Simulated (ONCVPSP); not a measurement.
# Ge: the cost of one run

Method: ONCVPSP 4.0.1.1 (patched build), PBEsol, scalar-relativistic.

## Step 1: Settings

Typed settings, in words:

```
element                 : germanium (Ge, Z = 32)
type                    : optimised norm-conserving Vanderbilt (ONCV)
frozen core             : [Ne]
valence charge          : 22
reference configuration : 3s2 3p6 3d10 4s2 4p2
partial waves           : 3s+4s: rc 1.20 bohr, ncon 4, nbas 8, qcut 12.4 1/bohr, 2 projectors; 3p+4p: rc 1.30 bohr, ncon 4, nbas 7, qcut 10.2 1/bohr, 2 projectors; 3d: rc 1.20 bohr, ncon 5, nbas 10, qcut 11.8 1/bohr, 1 projector
local potential         : polynomial inside 1.20 bohr (lpopt 5, dvloc0 2 Ha)
core correction         : not asked for
```

An earlier all-electron run gives the scale for the radii.

All-electron outer shells of the reference configuration (PBEsol, scalar-relativistic, ld1.x):

```
shell  level (eV)  outermost node (bohr)  outermost maximum (bohr)
   2s    -1370.64                   0.06                      0.18
   2p    -1198.08                      –                      0.14
   3s     -168.12                   0.26                      0.54
   3p     -115.43                   0.23                      0.54
   3d      -29.31                      –                      0.50
   4s      -11.74                   0.77                      1.75
   4p       -3.90                   0.82                      2.22
```

## Step 2: The generation run

Ge.dat reads:

```
# ATOM AND REFERENCE CONFIGURATION
# atsym  z   nc   nv     iexc    psfile
  Ge 32.00    3    5  -116133      upf
#
#   n    l    f
    1    0    2.00
    2    0    2.00
    2    1    6.00
    3    0    2.00
    3    1    6.00
    3    2   10.00
    4    0    2.00
    4    1    2.00
#
# PSEUDOPOTENTIAL AND OPTIMIZATION
# lmax
    2
#
#   l,   rc,      ep,       ncon, nbas, qcut
    0    1.20    0.00    4    8   12.40
    1    1.30    0.00    4    7   10.20
    2    1.20    0.00    5   10   11.80
#
# LOCAL POTENTIAL
# lloc, lpopt,  rc(5),   dvloc0
    4    5    1.20    2.00
#
# VANDERBILT-KLEINMAN-BYLANDER PROJECTORs
# l, nproj, debl
    0    2    1.20
    1    2    3.80
    2    1    2.10
#
# MODEL CORE CHARGE
# icmod, fcfact, rcfact
    0    0.00    0.00
#
# LOG DERIVATIVE ANALYSIS
# epsh1, epsh2, depsh
   -8.00    5.00    0.04
#
# OUTPUT GRID
# rlmax, drl
    6.00    0.01
#
# TEST CONFIGURATIONS
# ncnf
    4
# nvcnf
#   n    l    f
    5
    3    0    2.00
    3    1    6.00
    3    2   10.00
    4    0    2.00
    4    1    1.00
#
    5
    3    0    2.00
    3    1    6.00
    3    2   10.00
    4    0    2.00
    4    1    0.00
#
    5
    3    0    2.00
    3    1    6.00
    3    2   10.00
    4    0    1.00
    4    1    0.00
#
    5
    3    0    2.00
    3    1    6.00
    3    2   10.00
    4    0    0.00
    4    1    4.00
#
```

Started as:

```
$ oncvpsp.x < Ge.dat > Ge.out
```

**Question.** How long does this run take on 1 thread of AMD EPYC 7R43, shared host?

About 5 s.
